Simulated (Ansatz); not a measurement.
# BFH6N2Si: rotation by 180° about the B2–N3 bond, part 1 of 2

How high is the barrier for the rotation by 180° about the B2–N3 bond? Relax the two ends, then run a nudged elastic band between them. SMILES of the start: NBN[SiH2]F.

Method: RKS PBE-D4/def2-SVP, in Ansatz 0.2.0.

### 1 The starting structure

Bond lengths: N1–B2 1.489 Å, B2–N3 1.502 Å, N3–Si4 1.787 Å, Si4–F5 1.682 Å, N1–H6 1.023 Å, N1–H7 1.085 Å, B2–H8 1.137 Å, N3–H9 1.093 Å, Si4–H10 1.527 Å, Si4–H11 1.401 Å. Angles (14 of 15 angles, heavy atoms first): N1–B2–N3 119.9°, B2–N3–Si4 111.3°, N3–Si4–F5 110.3°, N1–B2–H8 121.4°, N3–B2–H8 118.7°, B2–N1–H6 114.5°, B2–N1–H7 106.7°, B2–N3–H9 108.4°, Si4–N3–H9 106.1°, N3–Si4–H10 105.0°, N3–Si4–H11 112.0°, F5–Si4–H10 107.3°, F5–Si4–H11 112.9°, H6–N1–H7 102.9°.

Coordinates:

```xyz
11

N    -0.7642    1.4692    1.3172
B    -0.7791    0.0572    0.8441
N     0.5151   -0.6578    0.5771
Si    0.6966   -1.0475   -1.1578
F     0.6079    0.3538   -2.0845
H     0.1631    1.9000    1.3359
H    -1.2888    2.0543    0.5688
H    -1.7544   -0.5104    0.7050
H     1.3393    0.0161    0.8252
H    -0.5246   -1.8970   -1.5015
H     1.8544   -1.7948   -1.4089
```

### 2 Relaxing end A

Input file input.yaml:

```yaml
crystal:
  periodic: [false, false, false]
  atoms:
    - { symbol: "N", position_ang: [-0.7642, 1.4692, 1.3172] }
    - { symbol: B, position_ang: [-0.7791, 0.0572, 0.8441] }
    - { symbol: "N", position_ang: [0.5151, -0.6578, 0.5771] }
    - { symbol: Si, position_ang: [0.6966, -1.0475, -1.1578] }
    - { symbol: F, position_ang: [0.6079, 0.3538, -2.0845] }
    - { symbol: H, position_ang: [0.1631, 1.9, 1.3359] }
    - { symbol: H, position_ang: [-1.2888, 2.0543, 0.5688] }
    - { symbol: H, position_ang: [-1.7544, -0.5104, 0.705] }
    - { symbol: H, position_ang: [1.3393, 0.0161, 0.8252] }
    - { symbol: H, position_ang: [-0.5246, -1.897, -1.5015] }
    - { symbol: H, position_ang: [1.8544, -1.7948, -1.4089] }
basis:
  gaussian: { orbitals: def2-SVP }
hamiltonian:
  xc: pbe
  dispersion: d4
relax:
  f_tol: 0.015
  max_steps: 40
```

Started as:

```
> ansatz run input.yaml --threads 2 --pin off --max-ram 3072MiB --backend cpu --events-out ev --progress --plain --runs-dir out
```

The program printed, shortened:

```text
Warning: RAYON_NUM_THREADS=2 ignored (pool sized by the plan → 2); use --threads N
[...]
Functional definition: PBE
[...]
1190 factors; their error is unknown
[...]
mean field -14332.68673109 eV, -526.7165223235 hartree, gradient 4.7e-5 eV, S^2 0.000000; 0 other end points of the search recorded, 0 dependent functions left out
[...]
reference -14332.68676850 eV, -526.7165236984 hartree; 24, 24 occupied and 80, 80 virtual orbitals, 1190 factors
relax step   1: F+E_penalty+E_count = -14332.89330214 eV  Δ(F+E_penalty+E_count) = +0.000e0 eV  max|allowed force component| = 3.341e0 eV/Å  Δτ_max = 0.0000 Å  (29 SCF iters, accepted)
[...]
relax step   4: F+E_penalty+E_count = -14333.87460200 eV  Δ(F+E_penalty+E_count) = -1.554e-1 eV  max|allowed force component| = 4.395e-1 eV/Å  Δτ_max = 0.2000 Å  (28 SCF iters, accepted)
[...]
relax step   7: F+E_penalty+E_count = -14334.08036008 eV  Δ(F+E_penalty+E_count) = -5.155e-2 eV  max|allowed force component| = 4.705e-1 eV/Å  Δτ_max = 0.1940 Å  (28 SCF iters, accepted)
[...]
relax step  10: F+E_penalty+E_count = -14334.13461196 eV  Δ(F+E_penalty+E_count) = -1.272e-2 eV  max|allowed force component| = 1.173e-1 eV/Å  Δτ_max = 0.1007 Å  (29 SCF iters, accepted)
[...]
relax step  12: F+E_penalty+E_count = -14334.13658683 eV  Δ(F+E_penalty+E_count) = -3.332e-4 eV  max|allowed force component| = 9.041e-3 eV/Å  Δτ_max = 0.0214 Å  (30 SCF iters, accepted)
[...]
relax step  13: F+E_penalty+E_count = -14334.13667671 eV  Δ(F+E_penalty+E_count) = -8.988e-5 eV  max|allowed force component| = 7.273e-3 eV/Å  Δτ_max = 0.0188 Å  (30 SCF iters, accepted)
1190 factors; their error is unknown
mean field -14333.93933663 eV, -526.7625547281 hartree, gradient 2.0e-5 eV, S^2 0.000000; 1 other end points of the search recorded, 0 dependent functions left out
[...]
reference -14333.93937605 eV, -526.7625561769 hartree; 24, 24 occupied and 80, 80 virtual orbitals, 1190 factors
Total energy: -14334.13671613 eV, -526.7698082911 hartree
Atom 0 at    -0.778473     1.467715     1.495782 Å, force    -0.007273     0.000766    -0.001091 eV/Å
Atom 1 at    -0.706516     0.454784     0.516455 Å, force     0.006804    -0.003516     0.005439 eV/Å
Atom 2 at     0.539732    -0.086618     0.033365 Å, force     0.003372    -0.001549    -0.001049 eV/Å
Atom 3 at     0.697823    -1.256022    -1.240327 Å, force     0.001178     0.005948    -0.005264 eV/Å
Atom 4 at     0.919748    -0.545400    -2.705978 Å, force     0.001105    -0.001776     0.001206 eV/Å
Atom 5 at     0.028911     1.915652     1.929998 Å, force     0.001211    -0.000212    -0.001088 eV/Å
Atom 6 at    -1.670196     1.826717     1.830769 Å, force     0.004102     0.001832     0.001306 eV/Å
Atom 7 at    -1.747161     0.007767     0.065255 Å, force    -0.003323    -0.001324    -0.003273 eV/Å
Atom 8 at     1.410690     0.299531     0.413341 Å, force    -0.002998     0.000794     0.000961 eV/Å
Atom 9 at    -0.557857    -2.061835    -1.320518 Å, force    -0.000223    -0.002226     0.001334 eV/Å
Atom 10 at     1.928600    -2.079191    -0.997541 Å, force    -0.003955     0.001263     0.001520 eV/Å
Dipole moment:     0.105168     0.282711     0.600408 e Å
```

Wall time 30 s (2 threads of Arm Neoverse V1, shared host); peak memory 0.15 GiB.

The steps of the relaxation:

```tsv
step	energy from step 1 (eV)	largest force component (eV/Å)
1	0.0000	3.3408
2	-0.5742	1.5801
3	-0.8259	0.7867
4	-0.9813	0.4395
5	-1.0651	0.4525
6	-1.1355	0.6346
7	-1.1871	0.4705
8	-1.2242	0.2532
9	-1.2286	0.3852
10	-1.2413	0.1173
11	-1.2430	0.0303
12	-1.2433	0.0090
13	-1.2434	0.0073
```

Step 1 is the start.

After: Bond lengths: N1–B2 1.411 Å, B2–N3 1.442 Å, N3–Si4 1.736 Å, Si4–F5 1.644 Å, N1–H6 1.020 Å, N1–H7 1.018 Å, B2–H8 1.219 Å, N3–H9 1.026 Å, Si4–H10 1.494 Å, Si4–H11 1.500 Å. Angles (14 of 15 angles, heavy atoms first): N1–B2–N3 123.1°, B2–N3–Si4 125.3°, N3–Si4–F5 112.0°, N1–B2–H8 118.5°, N3–B2–H8 118.4°, B2–N1–H6 124.8°, B2–N1–H7 121.8°, B2–N3–H9 117.9°, Si4–N3–H9 116.6°, N3–Si4–H10 109.0°, N3–Si4–H11 109.0°, F5–Si4–H10 107.4°, F5–Si4–H11 105.7°, H6–N1–H7 113.5°.

### 3 Relaxing end B

The second end starts from a geometry with the move made by hand.

Input file input.yaml:

```yaml
crystal:
  periodic: [false, false, false]
  atoms:
    - { symbol: "N", position_ang: [-0.7642, 1.4692, 1.3172] }
    - { symbol: B, position_ang: [-0.7791, 0.0572, 0.8441] }
    - { symbol: "N", position_ang: [0.5151, -0.6578, 0.5771] }
    - { symbol: Si, position_ang: [1.45354, -0.88683, 2.08095] }
    - { symbol: F, position_ang: [0.54551, -1.73747, 3.21328] }
    - { symbol: H, position_ang: [0.1631, 1.9, 1.3359] }
    - { symbol: H, position_ang: [-1.2888, 2.0543, 0.5688] }
    - { symbol: H, position_ang: [-1.7544, -0.5104, 0.705] }
    - { symbol: H, position_ang: [0.28552, -1.66021, 0.20633] }
    - { symbol: H, position_ang: [1.66422, 0.52095, 2.63313] }
    - { symbol: H, position_ang: [2.70334, -1.46964, 1.83535] }
basis:
  gaussian: { orbitals: def2-SVP }
hamiltonian:
  xc: pbe
  dispersion: d4
relax:
  f_tol: 0.015
  max_steps: 40
output:
  orbitals: {}
```

Started as:

```
> ansatz run input.yaml --threads 2 --pin off --max-ram 3072MiB --backend cpu --events-out ev --progress --plain --runs-dir out
```

The program printed, shortened:

```text
Warning: RAYON_NUM_THREADS=2 ignored (pool sized by the plan → 2); use --threads N
[...]
[... 1 set-up line as earlier in the session ...]
[...]
1190 factors; their error is unknown
[...]
mean field -14332.70692513 eV, -526.7172644407 hartree, gradient 4.7e-5 eV, S^2 0.000000; 0 other end points of the search recorded, 0 dependent functions left out
[...]
reference -14332.70696235 eV, -526.7172658085 hartree; 24, 24 occupied and 80, 80 virtual orbitals, 1190 factors
relax step   1: F+E_penalty+E_count = -14332.91927669 eV  Δ(F+E_penalty+E_count) = +0.000e0 eV  max|allowed force component| = 3.028e0 eV/Å  Δτ_max = 0.0000 Å  (29 SCF iters, accepted)
[...]
relax step   4: F+E_penalty+E_count = -14333.98176608 eV  Δ(F+E_penalty+E_count) = -1.378e-1 eV  max|allowed force component| = 5.118e-1 eV/Å  Δτ_max = 0.2000 Å  (34 SCF iters, accepted)
[...]
Atom 1 at    -0.731345     0.114220     0.572293 Å, force    -0.004568     0.013825    -0.005591 eV/Å
Atom 2 at     0.236879    -0.897807     0.941924 Å, force    -0.007199    -0.006412    -0.008637 eV/Å
Atom 3 at     1.504921    -0.847336     2.122447 Å, force     0.005006    -0.002796     0.009703 eV/Å
Atom 4 at     1.018451    -1.388356     3.595846 Å, force     0.000634     0.005213    -0.002632 eV/Å
Atom 5 at    -0.169069     1.725982     1.905658 Å, force     0.005317    -0.011636     0.000693 eV/Å
Atom 6 at    -1.470182     2.085187     0.867937 Å, force    -0.006806    -0.002917    -0.007359 eV/Å
Atom 7 at    -1.538066    -0.147607    -0.304470 Å, force     0.002096    -0.002905     0.008110 eV/Å
Atom 8 at     0.123541    -1.785575     0.446135 Å, force     0.005806    -0.000346    -0.001799 eV/Å
Atom 9 at     1.934937     0.576743     2.310835 Å, force     0.001260    -0.004839    -0.000913 eV/Å
Atom 10 at     2.622788    -1.747377     1.690737 Å, force    -0.003448     0.004058     0.001592 eV/Å
Dipole moment:     0.012280     0.238707    -0.189185 e Å
```

Wall time 31 s (2 threads of Arm Neoverse V1, shared host); peak memory 0.15 GiB.

The steps of the relaxation:

```tsv
step	energy from step 1 (eV)	largest force component (eV/Å)
1	0.0000	3.0276
2	-0.6345	1.9509
3	-0.9247	0.9457
4	-1.0625	0.5118
5	-1.1189	0.5070
6	-1.1631	0.2421
7	-1.1804	0.0931
8	-1.1826	0.3268
9	-1.1879	0.1009
10	-1.1899	0.0259
11	-1.1904	0.0870
12	-1.1907	0.0436
13	-1.1909	0.0138
```

Step 1 is the start.

After: Bond lengths: N1–B2 1.410 Å, B2–N3 1.449 Å, N3–Si4 1.733 Å, Si4–F5 1.643 Å, N1–H6 1.020 Å, N1–H7 1.018 Å, B2–H8 1.220 Å, N3–H9 1.023 Å, Si4–H10 1.499 Å, Si4–H11 1.499 Å. Angles (14 of 15 angles, heavy atoms first): N1–B2–N3 123.5°, B2–N3–Si4 130.0°, N3–Si4–F5 112.6°, N1–B2–H8 118.1°, N3–B2–H8 118.4°, B2–N1–H6 125.3°, B2–N1–H7 121.4°, B2–N3–H9 114.1°, Si4–N3–H9 115.9°, N3–Si4–H10 108.8°, N3–Si4–H11 109.4°, F5–Si4–H10 106.6°, F5–Si4–H11 106.3°, H6–N1–H7 113.3°.

### 4 Nudged elastic band

crystal.atoms is end A as relaxed above, and neb.final_atoms is end B, turned to lie on A. With 9 inner images the band has 11 in all. The start path is listed, through a guess of the saddle.

Input file input.yaml:

```yaml
crystal:
  periodic: [false, false, false]
  atoms:
    - { symbol: "N", position_ang: [-0.778473, 1.467715, 1.495782] }
    - { symbol: B, position_ang: [-0.706516, 0.454784, 0.516455] }
    - { symbol: "N", position_ang: [0.539732, -0.086618, 0.033365] }
    - { symbol: Si, position_ang: [0.697823, -1.256022, -1.240327] }
    - { symbol: F, position_ang: [0.919748, -0.5454, -2.705978] }
    - { symbol: H, position_ang: [0.028911, 1.915652, 1.929998] }
    - { symbol: H, position_ang: [-1.670196, 1.826717, 1.830769] }
    - { symbol: H, position_ang: [-1.747161, 0.007767, 0.065255] }
    - { symbol: H, position_ang: [1.41069, 0.299531, 0.413341] }
    - { symbol: H, position_ang: [-0.557857, -2.061835, -1.320518] }
    - { symbol: H, position_ang: [1.9286, -2.079191, -0.997541] }
basis:
  gaussian: { orbitals: def2-SVP }
hamiltonian:
  xc: pbe
  dispersion: d4
neb:
  order_check: false
  images: 9
  f_tol: 0.05
  max_iterations: 60
  final_atoms:
    - { symbol: "N", position_ang: [-1.33940241, 0.92751325, 0.79209509] }
    - { symbol: B, position_ang: [0.04427359, 0.78605265, 1.02475529] }
    - { symbol: "N", position_ang: [0.90704024, -0.06122361, 0.22723408] }
    - { symbol: Si, position_ang: [0.53088118, -1.06835123, -1.13229183] }
    - { symbol: F, position_ang: [0.69717896, -0.28265998, -2.56592171] }
    - { symbol: H, position_ang: [-1.86367064, 0.45897263, 0.05287015] }
    - { symbol: H, position_ang: [-1.91895481, 1.5160984, 1.38636814] }
    - { symbol: H, position_ang: [0.53740839, 1.40777624, 1.95122351] }
    - { symbol: H, position_ang: [1.89326705, -0.02565158, 0.49718883] }
    - { symbol: H, position_ang: [-0.90515329, -1.4899288, -1.04019326] }
    - { symbol: H, position_ang: [1.48243274, -2.22549796, -1.17272729] }
  initial_path:
    images:
      - { positions_ang: [[-0.778473, 1.467715, 1.495782], [-0.706516, 0.454784, 0.516455], [0.539732, -0.086618, 0.033365], [0.697823, -1.256022, -1.240327], [0.919748, -0.5454, -2.705978], [0.028911, 1.915652, 1.929998], [-1.670196, 1.826717, 1.830769], [-1.747161, 0.007767, 0.065255], [1.41069, 0.299531, 0.413341], [-0.557857, -2.061835, -1.320518], [1.9286, -2.079191, -0.997541]] }
      - { positions_ang: [[-0.7788832, 1.44957179, 1.28551787], [-0.63998848, 0.40758493, 0.67069528], [0.55105414, -0.22834493, 0.1769183], [0.67425102, -1.17055091, -1.19943234], [0.92297584, -0.29721898, -2.49532301], [-0.06264403, 1.80181726, 1.44092948], [-1.70717964, 1.72218084, 1.52698799], [-1.54982258, 0.02519339, 0.52214316], [1.44982777, 0.1409654, 0.53874168], [-0.6194588, -1.87828704, -1.33873523], [1.82516894, -2.02981175, -1.10784218]] }
      - { positions_ang: [[-0.77929339, 1.43142858, 1.07525374], [-0.57346095, 0.36038586, 0.82493555], [0.56237627, -0.37007186, 0.32047161], [0.65067904, -1.08507982, -1.15853769], [0.92620369, -0.04903796, -2.28466803], [-0.15419906, 1.68798252, 0.95186095], [-1.74416327, 1.61764468, 1.22320698], [-1.35248416, 0.04261979, 0.97903133], [1.48896555, -0.01760021, 0.66414237], [-0.68106059, -1.69473909, -1.35695246], [1.72173788, -1.98043249, -1.21814336]] }
      - { positions_ang: [[-0.77970359, 1.41328538, 0.8649896], [-0.50693343, 0.31318679, 0.97917583], [0.57369841, -0.51179879, 0.46402491], [0.62710706, -0.99960873, -1.11764303], [0.92943153, 0.19914306, -2.07401304], [-0.24575409, 1.57414777, 0.46279243], [-1.78114691, 1.51310852, 0.91942597], [-1.15514574, 0.06004618, 1.43591949], [1.52810332, -0.17616581, 0.78954305], [-0.74266239, -1.51119113, -1.37516968], [1.61830682, -1.93105324, -1.32844454]] }
      - { positions_ang: [[-0.78011379, 1.39514217, 0.65472547], [-0.44040591, 0.26598773, 1.1334161], [0.58502055, -0.65352572, 0.60757821], [0.60353508, -0.91413764, -1.07674837], [0.93265938, 0.44732408, -1.86335805], [-0.33730912, 1.46031303, -0.02627609], [-1.81813055, 1.40857237, 0.61564496], [-0.95780732, 0.07747257, 1.89280766], [1.56724109, -0.33473142, 0.91494374], [-0.80426418, -1.32764318, -1.39338691], [1.51487577, -1.88167399, -1.43874572]] }
      - { positions_ang: [[-0.78052398, 1.37699896, 0.44446134], [-0.37387839, 0.21878866, 1.28765638], [0.59634269, -0.79525265, 0.75113152], [0.5799631, -0.82866655, -1.03585371], [0.93588722, 0.6955051, -1.65270307], [-0.42886415, 1.34647829, -0.51534462], [-1.85511418, 1.30403621, 0.31186395], [-0.7604689, 0.09489896, 2.34969582], [1.60637886, -0.49329702, 1.04034442], [-0.86586598, -1.14409522, -1.41160414], [1.41144471, -1.83229473, -1.5490469]] }
      - { positions_ang: [[-0.89229967, 1.28710182, 0.51398809], [-0.29024799, 0.33224146, 1.23507616], [0.6584822, -0.64844685, 0.64635203], [0.57014672, -0.87660348, -1.05514134], [0.88814557, 0.49987208, -1.8353468], [-0.71582545, 1.16897716, -0.40170166], [-1.86788231, 1.34644865, 0.52676479], [-0.50089344, 0.35747442, 2.27000136], [1.6637565, -0.39976793, 0.93171331], [-0.87372344, -1.21326194, -1.33732196], [1.42564231, -1.91093538, -1.47378298]] }
      - { positions_ang: [[-1.00407535, 1.19720468, 0.58351484], [-0.2066176, 0.44569426, 1.18249594], [0.72062171, -0.50164104, 0.54157254], [0.56033034, -0.92454042, -1.07442896], [0.84040392, 0.30423907, -2.01799052], [-1.00278675, 0.99147602, -0.28805871], [-1.88065044, 1.38886108, 0.74166563], [-0.24131799, 0.62004987, 2.1903069], [1.72113414, -0.30623884, 0.82308219], [-0.8815809, -1.28242866, -1.26303979], [1.43983992, -1.98957602, -1.39851906]] }
      - { positions_ang: [[-1.11585104, 1.10730753, 0.65304159], [-0.1229872, 0.55914705, 1.12991573], [0.78276122, -0.35483523, 0.43679306], [0.55051395, -0.97247736, -1.09371658], [0.79266227, 0.10860605, -2.20063425], [-1.28974805, 0.81397489, -0.17441576], [-1.89341856, 1.43127352, 0.95656647], [0.01825747, 0.88262533, 2.11061243], [1.77851178, -0.21270976, 0.71445107], [-0.88943836, -1.35159537, -1.18875761], [1.45403753, -2.06821667, -1.32325514]] }
      - { positions_ang: [[-1.22762673, 1.01741039, 0.72256834], [-0.03935681, 0.67259985, 1.07733551], [0.84490073, -0.20802942, 0.33201357], [0.54069757, -1.02041429, -1.11300421], [0.74492061, -0.08702696, -2.38327798], [-1.57670935, 0.63647376, -0.06077281], [-1.90618669, 1.47368596, 1.1714673], [0.27783293, 1.14520078, 2.03091797], [1.83588941, -0.11918067, 0.60581995], [-0.89729583, -1.42076209, -1.11447544], [1.46823514, -2.14685731, -1.24799122]] }
      - { positions_ang: [[-1.33940241, 0.92751325, 0.79209509], [0.04427359, 0.78605265, 1.02475529], [0.90704024, -0.06122361, 0.22723408], [0.53088118, -1.06835123, -1.13229183], [0.69717896, -0.28265998, -2.56592171], [-1.86367064, 0.45897263, 0.05287015], [-1.91895481, 1.5160984, 1.38636814], [0.53740839, 1.40777624, 1.95122351], [1.89326705, -0.02565158, 0.49718883], [-0.90515329, -1.4899288, -1.04019326], [1.48243274, -2.22549796, -1.17272729]] }
```

Started as:

```
> ansatz run input.yaml --threads 2 --pin off --max-ram 3072MiB --backend cpu --events-out ev --progress --plain --runs-dir out
```

The program printed, shortened:

```text
Warning: RAYON_NUM_THREADS=2 ignored (pool sized by the plan → 2); use --threads N
[...]
[... 1 set-up line as earlier in the session ...]
[...]
1190 factors; their error is unknown
[...]
mean field -14333.93931144 eV, -526.7625538025 hartree, gradient 5.0e-5 eV, S^2 0.000000; 0 other end points of the search recorded, 0 dependent functions left out
[...]
reference -14333.93935008 eV, -526.7625552223 hartree; 24, 24 occupied and 80, 80 virtual orbitals, 1190 factors
1190 factors; their error is unknown
[...]
mean field -14333.90103279 eV, -526.7611470880 hartree, gradient 7.0e-5 eV, S^2 0.000000; 0 other end points of the search recorded, 0 dependent functions left out
[...]
reference -14333.90107090 eV, -526.7611484886 hartree; 24, 24 occupied and 80, 80 virtual orbitals, 1190 factors
NEB end point (image 0): max|allowed force component| = 7.238e-3 eV/Å (the criterion of neb.relax_end_points is 1.000e-2)
[...]
Atom 1 at    -0.566175     0.219567     1.047451 Å, force     0.020676    -0.010914     0.034586 eV/Å
Atom 2 at     0.603217    -0.429476     0.412595 Å, force    -0.014688     0.016211     0.007109 eV/Å
Atom 3 at     0.651432    -1.129416    -1.159392 Å, force     0.004845    -0.001020     0.010183 eV/Å
Atom 4 at     0.764620    -0.005035    -2.361986 Å, force     0.003005     0.003744    -0.009029 eV/Å
Atom 5 at    -0.319233     2.120885     0.122398 Å, force    -0.001807     0.005541    -0.001812 eV/Å
Atom 6 at    -1.657449     2.051521     1.195613 Å, force    -0.015143    -0.000176     0.011659 eV/Å
Atom 7 at    -1.299617    -0.383455     1.818789 Å, force    -0.009402     0.002405    -0.019837 eV/Å
Atom 8 at     1.508029    -0.215082     0.843358 Å, force     0.004591    -0.000009    -0.007220 eV/Å
Atom 9 at    -0.631217    -1.862005    -1.403596 Å, force     0.001847    -0.006237    -0.002700 eV/Å
Atom 10 at     1.878314    -1.984018    -1.273651 Å, force    -0.008949    -0.005435    -0.003762 eV/Å
Dipole moment:     0.010132     0.387996     0.301147 e Å
this run last wrote the band of iteration 12 to <dir>
```

It took 3.6 min on 2 threads of Arm Neoverse V1, shared host; peak memory 0.14 GiB.

(Continued in part 2 of 2.)
